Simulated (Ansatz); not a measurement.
# In2Ge2O3: the cost of one run

Program: Ansatz 0.2.0. Level of theory: DFT PBE, scalar-relativistic, plane waves, PAW, unless a step names another level. These are calculated values, not measurements.

7 further runs of the same task are left out: 7 set aside as unsound or not needed. Runs told in other sessions of the task aren't counted.

## 1. What the formula suggests

Pauling electronegativities: In 1.78, Ge 2.01, O 3.44 (spread 1.66). The formula balances with common oxidation states: Ge +2, In +1, O -2. Tabulated atomic sizes suggest about 16 Å³/atom. 22 candidates were drawn, by swapping species into database cells of other compounds, at random by space group and Wyckoff sites, or by hand, as the table says:

| name | made from | space group no. | Wyckoff sites | atoms (primitive cell) | V (Å³/atom) |
| --- | --- | --- | --- | --- | --- |
| c01 | database cell of Tb2Cr2C3 | 12 | In 4i; Ge 4i; O 4i, 2a | 7 | 13.9 |
| c02 | built by hand: A-La2O3 slab plus germanene bilayer | 164 | In 2d; Ge 2d; O 2d, 1a | 7 | 15.9 |
| c03 | built by hand: rhombohedral K2Sn2O3 | 166 | In 3a, 3b; Ge 6c; O 9e | 7 | 15.9 |
| c04 | random | 150 | In 2c; Ge 2d; O 3f | 7 | 16.8 |
| c05 | random | 2 | In 1d, 1b; Ge 2i; O 2i, 1a | 7 | 19.4 |
| c06 | random | 139 | In 4d; Ge 4c; O 2a, 4e | 7 | 16.2 |
| c07 | random | 65 | In 4j; Ge 4i; O 4h, 2a | 7 | 16.7 |
| c08 | database cell of Mg2H2O3 | 164 | In 2d; Ge 2d; O 2d, 1a | 7 | 13.8 |
| c09 | database cell of Li2Mg3Si2 | 160 | In 3a, 3a; Ge 3a, 3a; O 3a, 3a, 3a | 7 | 20.4 |
| c10 | random | 71 | In 2a, 2d; Ge 4i; O 4j, 2b | 7 | 18.3 |
| c11 | random | 187 | In 1a, 1e; Ge 2i; O 3k | 7 | 18.4 |
| c12 | random | 115 | In 2f; Ge 2g; O 1c, 2g | 7 | 17.4 |
| c13 | random | 123 | In 2g; Ge 1c, 1a; O 1d, 2f | 7 | 20.0 |
| c14 | database cell of Ni3Sn2S2 | 166 | In 3b, 3a; Ge 6c; O 9e | 7 | 14.2 |
| c15 | random | 164 | In 2d; Ge 2c; O 3e | 7 | 20.6 |
| c16 | random | 2 | In 1d, 1g; Ge 1a, 1e; O 1f, 2i | 7 | 16.8 |
| c17 | random | 187 | In 2i; Ge 1f, 1b; O 1a, 2h | 7 | 16.0 |
| c18 | built by hand: K2Pb2O3 / cubic K2Sn2O3 | 199 | In 8a; Ge 8a; O 12b | 14 | 15.9 |
| c19 | random | 191 | In 2e; Ge 1a, 1b; O 3g | 7 | 20.0 |
| c20 | random | 189 | In 2d; Ge 2c; O 3f | 7 | 20.5 |
| c21 | database cell of Tb2Mg3Ni2 | 65 | In 4i; Ge 4j; O 4j, 2a | 7 | 20.2 |
| c22 | database cell of K2Sn2O3 | 166 | In 6c; Ge 3b, 3a; O 9d | 7 | 15.9 |

## 2. Screening run of c10

File input.yaml:

```yaml
crystal:
  lattice:
    - [-2.18954027, 2.85640123, 5.128147]
    - [2.18954027, -2.85640123, 5.128147]
    - [2.18954027, 2.85640123, -5.128147]
  atoms:
    - { symbol: In, position: [0.0, 0.0, 0.0] }
    - { symbol: In, position: [0.5, 0.0, 0.5] }
    - { symbol: Ge, position: [0.77266824, 0.77266824, 0.0] }
    - { symbol: Ge, position: [0.22733176, 0.22733176, 0.0] }
    - { symbol: O, position: [0.77432224, 0.27432224, 0.5] }
    - { symbol: O, position: [0.22567776, 0.72567776, 0.5] }
    - { symbol: O, position: [0.0, 0.5, 0.5] }
basis:
  ecutwfc: 420
kpoints:
  mp_grid: { grid: [4, 4, 4] }
hamiltonian:
  xc: pbe
scf:
  occupations: { method: gaussian, width: 0.15 }
  lower_state_search: "off"
output:
  forces: true
  stress: true
  eigenvalues: true
relax:
  adjacent_minimum: "off"
  f_tol: 0.08
  max_steps: 16
  cell: { stress_tol: 0.8 }
```

Run with:

```sh
> ansatz run input.yaml --threads 1 --pin off --max-ram 2560MiB --backend cpu --events-out ev --progress --plain --runs-dir out
```

**Question.** How long does this run take on 1 thread of AMD EPYC 9R45 (Zen 5), shared host, and how much memory does it need?

About 29 s, with a peak of 0.57 GiB.
